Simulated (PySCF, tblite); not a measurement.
# C₄H₁₄GeN₂: geometry, infrared bands and NMR shifts

Wanted: the infrared bands and NMR shifts of C₄H₁₄GeN₂ (`CCCC[N](N)[GeH3]`), by calculation.

Programs: tblite 0.8.0 and PySCF 2.14.0, with density-fitted response routines of our own. Each step states its level of theory. These are calculated values for one molecule in the gas phase, unless marked as measured. Atoms count from 0, in the outputs and in this text.

## (1) The starting structure

21 atoms, charge 0, multiplicity 1; geometry from: force field or distance geometry start.

Bonds of the start (Å): C0–C1 1.51, C1–C2 1.53, C2–C3 1.51, C3–N4 1.44, N4–N5 1.40, N4–Ge6 1.84, C0–H7 1.11, C0–H8 1.11, C0–H9 1.12, C1–H10 1.11, C1–H11 1.11, C2–H12 1.12, C2–H13 1.11, C3–H14 1.10, C3–H15 1.15, N5–H16 1.05, N5–H17 1.05, Ge6–H18 1.57, Ge6–H19 1.57, Ge6–H20 1.54.

## (2) Relaxing the molecule with GFN2-xTB

What the job is given:

```
{"job": {"kind": "relax", "xc": "GFN2-xTB", "basis": "xTB"}, "charge": 0, "multiplicity": 1}
C     -2.327900     0.175600    -0.849300
C     -1.918400    -0.910400     0.117400
C     -0.399300    -1.045000     0.245500
C      0.113700     0.291400     0.721700
N      1.541200     0.314500     0.896600
N      1.868500     1.599300     1.341200
Ge     2.510500    -0.257700    -0.564300
H     -2.214300     1.192000    -0.421900
H     -1.744000     0.149200    -1.788100
H     -3.418600    -0.003000    -1.035300
H     -2.372900    -0.713500     1.108400
H     -2.318400    -1.861100    -0.297700
H     -0.232500    -1.784200     1.069000
H      0.079600    -1.365300    -0.698900
H     -0.213500     1.161600     0.131100
H     -0.329600     0.446900     1.768000
H      1.062000     1.932500     1.923800
H      1.855100     2.213600     0.491000
H      2.159600    -1.754600    -0.880600
H      4.015700    -0.312300    -0.117900
H      2.274500     0.547400    -1.850900
```

Launch:

```console
$ OMP_NUM_THREADS=1 python probes_run.py task.json out
```

One launch serves the whole session: the jobs run in the order shown.

The log of the run:

```text
step      E/eV     max force
  0    -636.90272    1.884
  1    -637.11916    0.977
  2    -637.22015    0.654
  3    -637.27433    0.585
  4    -637.32381    0.664
  5    -637.36738    0.536
  6    -637.40818    0.522
  7    -637.43997    0.459
  8    -637.47026    0.489
  9    -637.49324    0.365
 10    -637.51438    0.294
 11    -637.53477    0.284
 12    -637.55424    0.393
 13    -637.57207    0.348
 14    -637.58729    0.337
 15    -637.59924    0.314
 16    -637.61034    0.258
 17    -637.62199    0.225
 18    -637.63199    0.217
 19    -637.63996    0.220
 20    -637.64728    0.225
 21    -637.65413    0.245
 22    -637.65669    0.479
 23    -637.66360    0.156
 24    -637.66716    0.150
 25    -637.67248    0.131
 26    -637.67539    0.106
 27    -637.67817    0.103
 28    -637.68006    0.096
 29    -637.68202    0.095
 30    -637.68378    0.093
 31    -637.68546    0.094
 32    -637.68693    0.074
 33    -637.68853    0.089
 34    -637.69031    0.100
 35    -637.69201    0.086
 36    -637.69352    0.107
 37    -637.69515    0.105
 38    -637.69721    0.129
 39    -637.69944    0.127
 40    -637.70122    0.077
 41    -637.70253    0.080
 42    -637.70375    0.086
 43    -637.70510    0.110
 44    -637.70631    0.085
 45    -637.70707    0.050
 46    -637.70754    0.047
 47    -637.70804    0.057
 48    -637.70875    0.079
 49    -637.70961    0.070
 50    -637.71049    0.074
 51    -637.71130    0.070
 52    -637.71211    0.060
 53    -637.71290    0.062
 54    -637.71371    0.087
 55    -637.71446    0.078
 56    -637.71512    0.060
 57    -637.71571    0.051
 58    -637.71630    0.050
 59    -637.71693    0.067
 60    -637.71748    0.052
 61    -637.71787    0.042
 62    -637.71818    0.035
 63    -637.71853    0.052
 64    -637.71898    0.062
 65    -637.71950    0.048
 66    -637.71997    0.050
 67    -637.72035    0.048
 68    -637.72071    0.051
 69    -637.72111    0.049
 70    -637.72149    0.040
 71    -637.72180    0.032
 72    -637.72203    0.032
 73    -637.72220    0.029
 74    -637.72234    0.025
 75    -637.72244    0.022
 76    -637.72252    0.018
 77    -637.72259    0.021
 78    -637.72267    0.023
 79    -637.72274    0.024
 80    -637.72280    0.018
 81    -637.72285    0.016
 82    -637.72289    0.013
 83    -637.72294    0.021
 84    -637.72299    0.022
 85    -637.72305    0.018
 86    -637.72311    0.023
 87    -637.72319    0.024
 88    -637.72331    0.029
 89    -637.72344    0.029
 90    -637.72354    0.021
 91    -637.72361    0.021
 92    -637.72365    0.018
 93    -637.72371    0.022
 94    -637.72376    0.017
 95    -637.72380    0.010
 96    -637.72382    0.011
 97    -637.72383    0.010
 98    -637.72386    0.011
 99    -637.72389    0.012
100    -637.72391    0.011
101    -637.72393    0.012
102    -637.72395    0.009
```

Wall time 0.74 s (1 thread of Arm Neoverse V1, shared host).

The steps of the relaxation: (not every step is listed)

```csv
step,energy from step 0 (eV),largest force (eV/Å)
0,0.0000,1.8842
1,-0.2164,0.9768
2,-0.3174,0.6540
3,-0.3716,0.5850
4,-0.4211,0.6638
5,-0.4647,0.5364
6,-0.5055,0.5216
7,-0.5372,0.4594
8,-0.5675,0.4892
16,-0.7076,0.2579
24,-0.7644,0.1499
32,-0.7842,0.0744
40,-0.7985,0.0772
48,-0.8060,0.0791
56,-0.8124,0.0602
64,-0.8163,0.0616
72,-0.8193,0.0318
80,-0.8201,0.0177
88,-0.8206,0.0286
96,-0.8211,0.0106
97,-0.8211,0.0105
98,-0.8211,0.0115
99,-0.8212,0.0124
100,-0.8212,0.0114
101,-0.8212,0.0118
102,-0.8212,0.0095
```

Distances of close pairs at the start and the end, largest changes first:

```csv
bond,before (Å),after (Å),change (Å)
Ge6–H19,1.571,1.484,-0.087
Ge6–H18,1.570,1.496,-0.074
C3–H15,1.147,1.101,-0.046
C0–H9,1.121,1.088,-0.033
N5–H16,1.049,1.020,-0.029
N4–N5,1.398,1.426,+0.028
C2–H12,1.119,1.093,-0.027
N5–H17,1.049,1.023,-0.026
```

The final coordinates are the input of the step that follows.

## (3) Vibrational analysis with GFN2-xTB

What the job is given:

```
{"job": {"kind": "ir", "xc": "GFN2-xTB", "basis": "xTB"}, "charge": 0, "multiplicity": 1}
C     -2.643152     0.036759    -0.885453
C     -1.994814    -0.932326     0.097037
C     -0.468687    -0.864639     0.089126
C      0.083486     0.435603     0.652086
N      1.526054     0.374911     0.768287
N      2.102965     1.565144     1.301985
Ge     2.664667    -0.353171    -0.467642
H     -2.428377     1.068036    -0.617459
H     -2.275155    -0.141295    -1.893519
H     -3.722753    -0.094761    -0.888005
H     -2.361349    -0.726694     1.105569
H     -2.295641    -1.949754    -0.162883
H     -0.063637    -1.683858     0.687861
H     -0.105386    -0.987216    -0.936474
H     -0.222704     1.285945     0.019108
H     -0.333337     0.605388     1.656427
H      1.831205     1.645585     2.281709
H      1.738748     2.390509     0.820048
H      2.355682    -1.810452    -0.601428
H      4.004830    -0.118501     0.125626
H      2.598435     0.271730    -1.843074
```

The log of the run:

```text
mode    cm-1     km/mol
  1      39.2      0.20
  2      69.8      0.58
  3     100.1      0.09
  4     116.5      0.90
  5     149.8      0.98
  6     187.1     10.27
  7     217.7      6.38
  8     266.9      6.43
  9     316.9     15.41
 10     345.2     29.74
 11     376.4      9.57
 12     452.6      3.96
 13     524.3    118.06
 14     550.8     24.49
 15     602.1    115.72
 16     764.1    304.30
 17     792.9      0.82
 18     822.2    144.53
 19     831.0     25.20
 20     841.4    138.31
 21     934.0      7.33
 22     975.9      1.09
 23     984.3    133.33
 24    1025.1      4.91
 25    1103.6      6.02
 26    1119.6     20.89
 27    1135.0      7.26
 28    1148.3      5.70
 29    1161.9     13.04
 30    1199.8      1.02
 31    1219.8      3.33
 32    1258.3      0.45
 33    1274.4      2.11
 34    1310.9      2.56
 35    1349.5      3.03
 36    1370.7     10.23
 37    1415.5      2.19
 38    1478.0      0.66
 39    1492.6      0.08
 40    1499.9      5.58
 41    1507.7      3.20
 42    1509.7      2.66
 43    1571.4     18.29
 44    1883.5    339.71
 45    2022.5    374.92
 46    2130.9    384.74
 47    2806.1     90.77
 48    2872.1     82.43
 49    2933.2     53.95
 50    2966.6     35.48
 51    2970.5     55.69
 52    2981.8     47.59
 53    3033.1     51.89
 54    3036.1     49.59
 55    3044.7     31.63
 56    3239.5     33.03
 57    3298.8     21.57
```

Wall time 0.78 s (1 thread of Arm Neoverse V1, shared host).

Which atoms move in the most intense modes:

```csv
cm⁻¹,km/mol,atoms
524,118.1,"H20 53 %, H18 20 %, H19 11 %"
764,304.3,"H19 41 %, H18 37 %, H20 18 %"
822,144.5,"H19 38 %, H18 33 %, H20 14 %"
841,138.3,"H20 50 %, H18 32 %, H19 15 %"
984,133.3,"N5 30 %, H17 17 %, N4 17 %, H16 15 %"
1884,339.7,H20 94 %
2022,374.9,H18 88 %
2131,384.7,H19 91 %
```

## (4) Shielding tensors: PBE0/pcSseg-1

The job, as its differences from that of step 3:

```diff
@@ -1,2 +1,2 @@
-{"job": {"kind": "ir", "xc": "GFN2-xTB", "basis": "xTB"}, "charge": 0, "multiplicity": 1}
+{"job": {"kind": "nmr", "xc": "PBE0", "basis": "pcSseg-1"}, "charge": 0, "multiplicity": 1}
 C     -2.643152     0.036759    -0.885453
```

With the program's defaults for keys left out, this is: GIAO PBE0/pcSseg-1 NMR shielding, non-relativistic, gas phase.

The log of the run:

```text
coarse grid: 72984 points
cycle   1  E = -2346.3922868726  dE = -1.166e-01  |g| = 9.195e-01  |ddm| = 4.008e+00
cycle   2  E = -2346.3722522016  dE =  2.003e-02  |g| = 9.240e-01  |ddm| = 1.062e+00
cycle   3  E = -2346.4700613741  dE = -9.781e-02  |g| = 1.124e-01  |ddm| = 6.407e-01
cycle   4  E = -2346.4718713199  dE = -1.810e-03  |g| = 5.551e-02  |ddm| = 1.282e-01
cycle   5  E = -2346.4724877638  dE = -6.164e-04  |g| = 8.880e-03  |ddm| = 5.135e-02
cycle   6  E = -2346.4725041207  dE = -1.636e-05  |g| = 2.023e-03  |ddm| = 9.251e-03
cycle   7  E = -2346.4725048724  dE = -7.518e-07  |g| = 6.948e-04  |ddm| = 1.876e-03
final grid: 155064 points
cycle   8  E = -2346.4725112238  dE = -1.943e-08  |g| = 8.672e-04  |ddm| = 2.071e-03
cycle   9  E = -2346.4725110867  dE =  1.370e-07  |g| = 1.208e-03  |ddm| = 1.467e-03
cycle  10  E = -2346.4725113723  dE = -2.855e-07  |g| = 6.659e-05  |ddm| = 8.355e-04
cycle  11  E = -2346.4725113732  dE = -9.713e-10  |g| = 1.606e-05  |ddm| = 7.535e-05
converged SCF energy = -2346.4725113732

GIAO shielding tensors (ppm)
atom      isotropic    diamagn.    paramagn.     s11        s22        s33       span
  0 C      171.006     247.426     -76.420    156.474    170.818    185.725     29.251
  1 C      161.856     246.299     -84.443    154.829    159.271    171.467     16.638
  2 C      151.212     251.635    -100.424    139.949    146.781    166.905     26.956
  3 C      122.105     248.303    -126.198     91.242    111.569    163.504     72.263
  4 N      198.147     325.755    -127.608    137.581    175.579    281.280    143.699
  5 N      158.409     314.088    -155.679     98.493    132.674    244.058    145.565
  6 Ge    1469.929    2756.415   -1286.486   1338.842   1409.399   1661.545    322.703
  7 H       30.641      31.076      -0.436     25.579     30.782     35.561      9.982
  8 H       30.979      30.339       0.641     26.943     29.324     36.672      9.729
  9 H       30.542      27.552       2.990     25.887     27.578     38.161     12.273
 10 H       30.398      31.063      -0.665     25.909     29.321     35.964     10.055
 11 H       29.974      29.952       0.022     24.463     28.781     36.677     12.214
 12 H       29.857      33.700      -3.842     24.505     31.154     33.913      9.409
 13 H       30.574      34.770      -4.196     25.375     32.171     34.177      8.802
 14 H       28.744      34.308      -5.564     24.546     28.398     33.287      8.741
 15 H       29.092      33.703      -4.611     24.865     29.200     33.210      8.345
 16 H       28.413      31.334      -2.921     22.252     25.087     37.901     15.649
 17 H       29.146      31.572      -2.426     23.804     26.409     37.225     13.421
 18 H       27.256      30.122      -2.866     19.797     24.271     37.699     17.902
 19 H       27.425      29.005      -1.580     20.472     23.006     38.797     18.326
 20 H       27.210      29.520      -2.310     20.681     22.675     38.274     17.593
```

It took 54 s on 1 thread of Arm Neoverse V1, shared host; peak memory 1 GiB.

Shifts follow as δ = σ(reference) − σ, with reference shieldings (ppm) from runs at the same level and on the same kind of geometry: ¹H TMS 31.72, ¹³C TMS 186.9, ¹⁵N NH3 267.7, ⁷³Ge GeMe4 1331. The references are single molecules in the gas phase, so shifts against H2O, NH3, PH3, H3PO4 or CFCl3 are not on the usual liquid scales and can be off by tens of ppm. Atoms listed in one row are averaged.

```csv
atoms,environment,σ (ppm),δ (ppm)
C3,sp3 CH2 bonded to N,122.1,64.8
C2,sp3 CH2,151.2,35.7
C1,sp3 CH2,161.9,25.1
C0,methyl carbon,171.0,15.9
"H18, H19, H20",hydrogen on a germanium bonded to N,27.30,4.42
"H16, H17",hydrogen on a nitrogen bonded to N,28.78,2.94
"H14, H15",hydrogen on an sp3 CH2 bonded to N,28.92,2.80
"H10, H11",hydrogen on an sp3 CH2,30.19,1.53
"H12, H13",hydrogen on an sp3 CH2,30.22,1.50
"H7, H8, H9",hydrogen on a methyl carbon,30.72,1.00
N5,"nitrogen bonded to N, 2 H",158.4,109.3
N4,"nitrogen bonded to C, Ge, N",198.1,69.6
Ge6,"germanium bonded to N, 3 H",1470,-139
```

Charges from the same density, by scheme (e):

```csv
atoms,Mulliken,IAO,Hirshfeld,ESP fit
C0,-0.28,-0.42,-0.12,-0.23
C1,-0.24,-0.25,-0.06,0.08
C2,-0.31,-0.25,-0.07,0.03
C3,0.06,-0.14,-0.04,-0.27
N4,-0.75,-0.40,-0.14,-0.10
N5,-0.24,-0.47,-0.19,-0.79
Ge6,0.48,0.61,0.33,0.38
```

Mayer bond orders: C0–C1 1.05, C1–C2 1.05, C2–C3 1.02, C3–N4 0.91, N4–N5 0.99, N4–Ge6 0.80.

The fields below are evaluated on a grid from the run's orbitals.

Frontier orbitals at PBE0/pcSseg-1, with the share of their density that lies nearest to each atom:

```csv
orbital,energy (eV),lies on
HOMO,-6.33,"N4 64 %; H14, H20 about 7 % each"
LUMO,1.17,4 H atoms about 11 % each; H18 9 %; Ge6 8 %
```

ELF in a plane through or near 5 of the atoms.

Values, 10 rows by 14 columns:
```
0.00 0.00 0.00 0.00 0.00 0.00 0.00 0.00 0.00 0.00 0.00 0.00 0.00 0.00
0.00 0.00 0.00 0.00 0.00 0.00 0.00 0.00 0.00 0.00 0.00 0.00 0.00 0.00
0.00 0.00 0.00 0.05 0.86 0.33 0.02 0.10 0.00 0.00 0.00 0.00 0.00 0.00
0.00 0.00 0.02 0.44 0.96 0.50 0.67 0.98 0.03 0.02 0.00 0.00 0.00 0.00
0.00 0.00 0.00 0.48 0.33 0.68 0.55 0.65 0.10 0.77 0.11 0.04 0.00 0.00
0.00 0.02 0.90 0.51 0.23 0.84 0.15 0.51 0.93 0.70 0.34 0.01 0.00 0.00
0.00 0.08 0.99 0.96 0.21 0.39 0.03 0.64 0.31 0.81 0.95 0.01 0.00 0.00
0.00 0.00 0.22 0.17 0.83 1.00 0.18 0.07 0.02 0.04 0.16 0.00 0.00 0.00
0.00 0.00 0.00 0.02 0.70 0.99 0.18 0.00 0.00 0.00 0.00 0.00 0.00 0.00
0.00 0.00 0.00 0.00 0.00 0.00 0.00 0.00 0.00 0.00 0.00 0.00 0.00 0.00
```
The map spans 12.9 Å across and 9.9 Å up, centred on the molecule. Atoms in the plane (x, y in Å): C1 (2.1, -0.2), C2 (0.6, -0.5), H15 (0.0, 1.5), H16 (-2.4, 2.1), H18 (-1.8, -2.4).

On the surface of density 0.002 e/bohr³ the electrostatic potential runs, from the 1st to the 99th percentile, from -1.52 V near N5 to 1.22 V near H16.

## (5) Results

```
                                                              quantity                                   value
                             strongest single infrared mode (GFN2-xTB)                   2131 cm⁻¹, 385 km/mol
                                          zero-point energy (GFN2-xTB)                          109.6 kcal/mol
                                ¹³C shifts against TMS (PBE0/pcSseg-1)              64.8, 35.7, 25.1, 15.9 ppm
¹H shifts against TMS (PBE0/pcSseg-1, means over atoms taken as alike)  4.42, 2.94, 2.80, 1.53, 1.50, 1.00 ppm
                                ¹⁵N shifts against NH3 (PBE0/pcSseg-1)                         109.3, 69.6 ppm
                             ⁷³Ge shifts against GeMe4 (PBE0/pcSseg-1)                                -139 ppm
                                 surface potential, 1st and 99th percentile                      -1.52 V and 1.22 V
```

What this shows: The optimisation took 102 steps and gained 0.821 eV; among the close pairs (by a distance rule), Ge6–H19 changed most, from 1.571 to 1.484 Å. No mode is imaginary among the 57: a minimum at this level. The strongest single mode, at 2131 cm⁻¹, moves mainly H19. GFN2-xTB is a fitted tight-binding method: band positions and strengths are rough. Its intensities can rank the bands wrongly. The most deshielded carbon is C3 (sp3 CH2 bonded to N), at 64.8 ppm: pulled downfield by the heteroatom. At PBE0/pcSseg-1: The largest span, 323 ppm, is at Ge6, where the paramagnetic term is -1286 ppm. Spin-orbit coupling is left out, which matters for shieldings and couplings at and beside the heavy atoms.
